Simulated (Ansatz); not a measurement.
**HfBr₂Cl₂: a ladder of functionals and wavefunction methods**

An exercise on one series of results from a longer session: the logs are not shown, and one member is left open.

Computed with Ansatz 0.2.0, Gaussian basis. Level: functionals in def2-TZVPP, the program's frozen cores in correlated methods.

Levels to be run: LDA (SPW92), PBE-D4, revPBE-D4, BLYP-D4, r2SCAN-D4, B97M-V, PBE0-D4, B3LYP-D4, r2SCANh-D4, r2SCAN0-D4, HSE06-D4, BHLYP-D4, CAM-B3LYP-D4, LC-ωPBE, ωB97X-V, ωB97M-V, B2PLYP, PBE-QIDH; CCSD(T)/def2-SVP; CCSD(T)/def2-TZVPP; MP2/def2-QZVPP; extrapolation to the limit; RPA on PBE.

**The geometry**

All runs share one geometry, relaxed beforehand with PBE0-D4 in a triple-zeta def2 set. Hf takes the def2 core potential; no spin-orbit term is included.

SMILES `[Cl][Hf]([Cl])([Br])[Br]`, 5 atoms, charge 0, spin multiplicity 1.

Atoms are counted from 1 here; the program's logs count them from 0.

Bond lengths: Cl1–Hf2 2.315 Å, Hf2–Cl3 2.315 Å, Hf2–Br4 2.472 Å, Hf2–Br5 2.472 Å. Angles: Cl1–Hf2–Cl3 109.2°, Cl1–Hf2–Br4 109.5°, Cl1–Hf2–Br5 109.5°, Cl3–Hf2–Br4 109.5°, Cl3–Hf2–Br5 109.5°, Br4–Hf2–Br5 109.8°.

Set-up of the first run:

The input, in.yaml:

```yaml
crystal:
  periodic: [false, false, false]
  atoms:
    - {symbol: Cl, position_ang: [-0.594993, -0.329480, 2.223266]}
    - {symbol: Hf, position_ang: [0.025972, -0.032432, 0.013395]}
    - {symbol: Cl, position_ang: [1.978056, -1.208126, -0.392162]}
    - {symbol: Br, position_ang: [-1.765819, -0.874861, -1.466346]}
    - {symbol: Br, position_ang: [0.406684, 2.371200, -0.419553]}
basis:
  gaussian: {orbitals: def2-TZVPP}
hamiltonian: {xc: lda}
output: {orbitals: {seedname: orbitals}}
```

The run is started by

```bash
> ansatz run in.yaml --threads 4 --pin off --events-out ev --progress --plain --max-ram 11315MiB
```

Among the steps run: LDA; PBE-D4 (GGA); revPBE-D4 (GGA); BLYP-D4 (GGA); r2SCAN-D4 (meta-GGA); B97M-V (meta-GGA); B3LYP-D4 (hybrid); r2SCANh-D4 (hybrid); r2SCAN0-D4 (hybrid); HSE06-D4 (hybrid); BHLYP-D4 (hybrid); CAM-B3LYP-D4 (range-separated); LC-ωPBE (range-separated); ωB97X-V (range-separated); ωB97M-V (range-separated); B2PLYP (double hybrid); PBE-QIDH (double hybrid).

One table of the session follows, with a row left open; its other results are not shown here.

It belongs to the step «Frontier levels by functional». 

```
  functional  HOMO (eV)  LUMO (eV)  gap (eV)
 LDA (SPW92)      -7.92      -3.27      4.65
      PBE-D4      -7.75      -3.02      4.72
   revPBE-D4          ?          ?         ?
     BLYP-D4      -7.55      -2.86      4.69
   r2SCAN-D4      -8.12      -2.89      5.23
      B97M-V      -8.15      -2.79      5.36
     PBE0-D4      -9.01      -2.26      6.75
    B3LYP-D4      -8.73      -2.43      6.30
  r2SCANh-D4      -8.57      -2.61      5.97
  r2SCAN0-D4      -9.26      -2.17      7.09
    HSE06-D4      -8.62      -2.64      5.98
    BHLYP-D4     -10.10      -1.29      8.81
CAM-B3LYP-D4     -10.28      -1.17      9.11
     LC-ωPBE     -11.69      -0.10     11.58
     ωB97X-V     -11.31      -0.15     11.16
     ωB97M-V     -11.15      -0.21     10.95
```

**Question.** Estimate the row for revPBE-D4.

**Answer.** HOMO (eV): -7.69; LUMO (eV): -2.94; gap (eV): 4.75. In the column «HOMO (eV)» it lies between PBE-D4 (-7.75) and BLYP-D4 (-7.55).
